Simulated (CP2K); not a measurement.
# AlSn (P-6m2) in CP2K: further runs, part 2 of 2

CP2K 2026.2. The steps go on from the part before.

### Step 4. Single point, PBE (strain_c = 0.02)

alsn_scf.inp

```
&GLOBAL
  PROJECT alsn_scf
  RUN_TYPE ENERGY_FORCE
  PRINT_LEVEL LOW
&END GLOBAL
&FORCE_EVAL
  METHOD QS
  STRESS_TENSOR ANALYTICAL
  &DFT
    BASIS_SET_FILE_NAME BASIS_MOLOPT_UZH
    POTENTIAL_FILE_NAME POTENTIAL_UZH
    &MGRID
      CUTOFF 450
      REL_CUTOFF 60
      NGRIDS 5
    &END MGRID
    &QS
      METHOD GPW
      EPS_DEFAULT 1.0E-9
    &END QS
    &KPOINTS
      SCHEME MONKHORST-PACK 7 7 8
      GAMMA_CENTERED T
      SYMMETRY T
      SYMMETRY_BACKEND SPGLIB
    &END KPOINTS
    &SCF
      SCF_GUESS ATOMIC
      EPS_SCF 1.0E-6
      MAX_SCF 100
      ADDED_MOS 10
      CHOLESKY OFF
      EPS_EIGVAL 1.0E-7
      &DIAGONALIZATION ON
        ALGORITHM STANDARD
      &END DIAGONALIZATION
      &MIXING ON
        METHOD BROYDEN_MIXING
        ALPHA 0.4
        BETA 1.5
        NBUFFER 8
      &END MIXING
      &SMEAR ON
        METHOD FERMI_DIRAC
        ELECTRONIC_TEMPERATURE 580.23
      &END SMEAR
    &END SCF
    &XC
      &XC_FUNCTIONAL PBE
      &END XC_FUNCTIONAL
    &END XC
    &PRINT
      &KPOINTS ON
      &END KPOINTS
      &MULLIKEN ON
      &END MULLIKEN
      &MO ON
        ENERGIES T
        OCCUPATION_NUMBERS T
        &EACH
          QS_SCF 0
        &END EACH
        ADD_LAST NUMERIC
      &END MO
    &END PRINT
  &END DFT
  &SUBSYS
    &CELL
      ABC 4.1981056157 4.1981056156 3.3729839400
      ALPHA_BETA_GAMMA 90.0000000000 90.0000000000 119.9999999999
      PERIODIC XYZ
    &END CELL
    &COORD
      SCALED
      Sn  0.3333333333 0.6666666667 0.5000000000
      Al  0.0000000000 0.0000000000 0.0000000000
    &END COORD
    &KIND Sn
      BASIS_SET TZVP-MOLOPT-PBE-GTH-q4
      POTENTIAL GTH-PBE-q4
    &END KIND
    &KIND Al
      BASIS_SET TZVP-MOLOPT-PBE-GTH-q3
      POTENTIAL GTH-PBE-q3
    &END KIND
    &PRINT
      &ATOMIC_COORDINATES ON
      &END ATOMIC_COORDINATES
      &CELL ON
      &END CELL
    &END PRINT
  &END SUBSYS
  &PRINT
    &FORCES ON
    &END FORCES
    &STRESS_TENSOR ON
    &END STRESS_TENSOR
  &END PRINT
&END FORCE_EVAL
```

Potentials or basis: POTENTIAL_UZH Sn GTH-PBE-q4, Al GTH-PBE-q3; TZVP-MOLOPT-PBE-GTH basis.

Launch:

```
$ OMP_NUM_THREADS=1 cp2k.psmp -i alsn_scf.inp -o alsn_scf.out
```

alsn_scf.out:

```text

 CP2K| version string:                                       CP2K version 2026.2
 CP2K| Input file name                                              alsn_scf.inp

 GLOBAL| Force Environment number                                              1
 GLOBAL| Basis set file name                                    BASIS_MOLOPT_UZH
 GLOBAL| Potential file name                                       POTENTIAL_UZH
 GLOBAL| MM Potential file name                                     MM_POTENTIAL
 GLOBAL| Coordinate file name                                      __STD_INPUT__
 GLOBAL| Method name                                                        CP2K
 GLOBAL| Project name                                                   alsn_scf
 GLOBAL| Run type                                                   ENERGY_FORCE
 GLOBAL| FFT library                                                       FFTW3
 GLOBAL| Diagonalization library                                       ScaLAPACK
 GLOBAL| Cholesky decomposition library                                ScaLAPACK
 GLOBAL| DGEMM library                                                      BLAS
 GLOBAL| Direct generalized diagonalization requested                          F
 GLOBAL| Matrix multiplication library                                 ScaLAPACK
 GLOBAL| Global print level                                                  LOW
 GLOBAL| Total number of message passing processes                             1
 GLOBAL| Number of threads for this process                                    1
 GLOBAL| CPU model name                                                  UNKNOWN

 CELL| Volume [angstrom^3]:                                            51.481551
 CELL| Vector a [angstrom]:       4.198     0.000     0.000   |a| =     4.198106
 CELL| Vector b [angstrom]:      -2.099     3.636     0.000   |b| =     4.198106
 CELL| Vector c [angstrom]:       0.000     0.000     3.373   |c| =     3.372984
 CELL| Angle (b,c), alpha [degree]:                                    90.000000
 CELL| Angle (a,c), beta  [degree]:                                    90.000000
 CELL| Angle (a,b), gamma [degree]:                                   120.000000
 CELL| Numerically orthorhombic:                                              NO
 CELL| Periodicity                                                           XYZ

 CELL_REF| Volume [angstrom^3]:                                        51.481551
 CELL_REF| Vector a [angstrom     4.198     0.000     0.000   |a| =     4.198106
[... 367 lines left out ...]
 MO|      2               0.011539               0.313994               2.000000
 MO|      3               0.050615               1.377315               2.000000
 MO|      4               0.140792               3.831154               1.999962
 MO|      5               0.171958               4.679211               0.004478
 MO|      6               0.261216               7.108046               0.000000
 MO|      7               0.302972               8.244284               0.000000
 MO|      8               0.384532              10.463654               0.000000
 MO|      9               0.607130              16.520834               0.000000
 MO|     10               0.629061              17.117632               0.000000
 MO|     11               0.682085              18.560475               0.000000
 MO|     12               0.712757              19.395094               0.000000
 MO|     13               0.773315              21.042982               0.000000
[... 49 lines left out ...]
 MO|      3               0.101740               2.768484               2.000000
 MO|      4               0.190710               5.189485               0.000000
 MO|      5               0.306703               8.345811               0.000000
 MO|      6               0.401281              10.919424               0.000000
 MO|      7               0.424270              11.544979               0.000000
 MO|      8               0.476073              12.954612               0.000000
 MO|      9               0.480839              13.084301               0.000000
 MO|     10               0.574777              15.640491               0.000000
 MO|     11               0.631061              17.172046               0.000000
 MO|     12               0.631784              17.191709               0.000000
 MO|     13               0.685012              18.640128               0.000000
 MO|     14               0.753958              20.516244               0.000000
 MO| Sum:                                                               6.000000
 MO| E(Fermi):            0.160750 a.u.          4.374238 eV

 [... the levels of further k-points ...]

 !-----------------------------------------------------------------------------!
                     Mulliken Population Analysis

 #  Atom  Element  Kind  Atomic population                           Net charge
       1     Sn       1          4.045710                             -0.045710
       2     Al       2          2.954290                              0.045710
 # Total charge                              7.000000                  0.000000

 !-----------------------------------------------------------------------------!

 ENERGY| Total FORCE_EVAL ( QS ) energy [hartree]             -5.547763501282554

 FORCES| Atomic forces [hartree/bohr]
 FORCES|   Atom     x               y               z               |f|
 FORCES|      1 -6.50872229E-09 -7.81455469E-08  1.68466221E-14   7.84161333E-08
 FORCES|      2  6.45696138E-09  7.81759474E-08  2.02816319E-16   7.84421513E-08
 FORCES| Sum    -5.17609024E-11  3.04004941E-11  1.70494384E-14
 FORCES| Total atomic force                                       6.00281713E-11

 STRESS| Analytical stress tensor [bar]
 STRESS|                        x                   y                   z
 STRESS|      x        3.17604025845E+03   2.25085046158E-02  -3.88452753275E-10
 STRESS|      y        2.25085046158E-02   3.17585267059E+03  -2.00572908081E-09
 STRESS|      z       -3.88452753275E-10  -2.00572908081E-09  -1.34876078476E+04
 STRESS| 1/3 Trace                                            -2.37857163953E+03
 STRESS| Determinant                                          -1.36044590009E+11

 STRESS| Eigenvectors and eigenvalues of the analytical stress tensor [bar]
 STRESS|                        1                   2                   3
 STRESS| Eigenvalues  -1.34876078476E+04   3.17585000761E+03   3.17604292142E+03
 STRESS|      x           0.000000000000     -0.117490217402      0.993074039946
 STRESS|      y           0.000000000000      0.993074039946      0.117490217402
 STRESS|      z           1.000000000000     -0.000000000000     -0.000000000000
```

Wall time 17 s (1 thread of Arm Neoverse V2, shared host); peak memory 0.25 GiB.

What came out:

* Free energy: -150.9623 eV
* Pressure: -0.2 GPa
* Band gap on the k mesh: none (metal or under the smearing width)
* Mulliken charges: Sn -0.05; Al +0.05 e

Stress tensor (GPa, compression positive):
```
 0.32  0.00  0.00
 0.00  0.32  0.00
 0.00  0.00 -1.35
```

Levels at points of the mesh, in eV from the Fermi level:
| k point | band 1 | band 2 | band 3 | band 4 | band 5 | band 6 |
| --- | --- | --- | --- | --- | --- | --- |
| (0.00, 0.00, 0.00) | -10.30 | -0.02 | -0.02 | 0.81 | 2.33 | 3.40 |
| (0.00, 0.00, 0.50) | -7.44 | -6.21 | 2.76 | 2.76 | 3.67 | 3.67 |

Caveat: Mulliken charges move with the basis; the basis of atomic orbitals isn't converged, which shifts pressures, moduli and gaps.

### Step 5. Summary

```csv
cell,gap on the mesh (eV),pressure (GPa)
strain_c = 0,none,0.9
strain_c = -0.02,none,2.2
strain_c = 0.02,none,-0.2
```

Alike in all rows: task single point; level PBE; potentials or basis POTENTIAL_UZH Sn GTH-PBE-q4, Al GTH-PBE-q3; TZVP-MOLOPT-PBE-GTH basis; no spin polarisation; k mesh 7 × 7 × 8; smearing fermi-dirac 0.05 eV.

Caveats: the basis of atomic orbitals isn't converged, which shifts pressures, moduli and gaps.

Total energies depend on the potentials used, so only differences within one code and one set of settings carry meaning.
